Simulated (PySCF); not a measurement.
**The bond of SbN, level by level**

Aim: find the lowest electronic state of SbN, scan its bond at several levels of theory, and get bond length, wavenumber and dissociation energy from each curve.

Program: PySCF 2.14.0. Level of theory: Sb def2-TZVPPD with ECP28, N def2-TZVPPD, scalar-relativistic core potentials. These are calculated values, not measurements.

## Step 1: The job

The job is set up so:

* atoms: Sb, N
* charge: 0
* basis: Sb def2-TZVPPD with ECP28, N def2-TZVPPD
* Hamiltonian: scalar-relativistic core potentials
* basis functions: 93
* electrons treated: 30
* masses in u: 120.9038, 14.0031
* levels: PBE0, PBE, r²SCAN, PBEsol, B97-3, M06-L, TPSS, BP86, ωB97X, HF, MP2, SCS-MP2, CCSD, CCSD(T)
* grid: 80 radial by 434 angular points
* occupations: held fixed by the projection of orbital angular momentum
* dissociation limit: Sb + N, each in its ground configuration
* starting distance in angstrom: 2.020
* values of 2S to try: 0, 2, 4

Started as:

```
$ OMP_NUM_THREADS=2 python dia.py task.json out
```

The runs that follow: The PBE0 curve of the state that the search chose; Other states along the same grid; PBE; r²SCAN (meta-GGA); PBEsol; B97-3 (global hybrid GGA); M06-L (meta-GGA); TPSS (meta-GGA); BP86; ωB97X (range-separated hybrid); RHF (mean field); MP2 and coupled cluster.

What does the calculation give? Wanted: for each run, Re; ωe; De; μ.

As calculated:

Lowest PBE0 solution found, without spin–orbit coupling: ¹Σ⁺ (singlet), closed shell. State 2 has its PBE0 minimum 1.61 eV higher. State 3 has its PBE0 minimum 2.24 eV higher. State 4 has its PBE0 minimum 2.25 eV higher. The other levels ran on the lowest alone.

```csv
level,Re (Å),ωe (cm⁻¹),De (eV),μ (D)
RHF,1.767,1103,-1.57,-4.43
RHF-MP2,1.905,654,4.36,n/a
RHF-SCS-MP2,1.889,707,4.22,n/a
RHF-CCSD,1.817,942,2.74,n/a
RHF-CCSD(T),1.840,872,3.41,n/a
PBE,1.833,903,4.21,-3.57
PBEsol,1.824,919,4.45,-3.54
BP86,1.835,899,4.29,-3.55
TPSS,1.829,914,3.79,-3.55
r²SCAN,1.816,944,3.28,-3.63
M06-L,1.823,934,3.89,-3.76
PBE0,1.804,977,3.17,-3.83
B97-3,1.807,974,3.36,-3.96
ωB97X,1.789,1025,3.51,-4.13
```

De is counted to Sb + N in their ground configurations. A positive dipole means Sb(−)N(+).

**Reading.** Bond lengths run from 1.767 Å (RHF) to 1.905 Å (RHF-MP2). Of the levels with a De here, RHF gives the least (-1.57 eV) and PBEsol the most (4.45 eV).

Correlated steps freeze 5 core orbitals. Spin–orbit coupling is left out, which matters for elements this heavy, above all for dissociation energies. A negative De means that the minimum lies above the separated atoms at that level. T1 is 0.021 near the minimum (highest on the curve 0.028), which may point to more than one leading configuration.
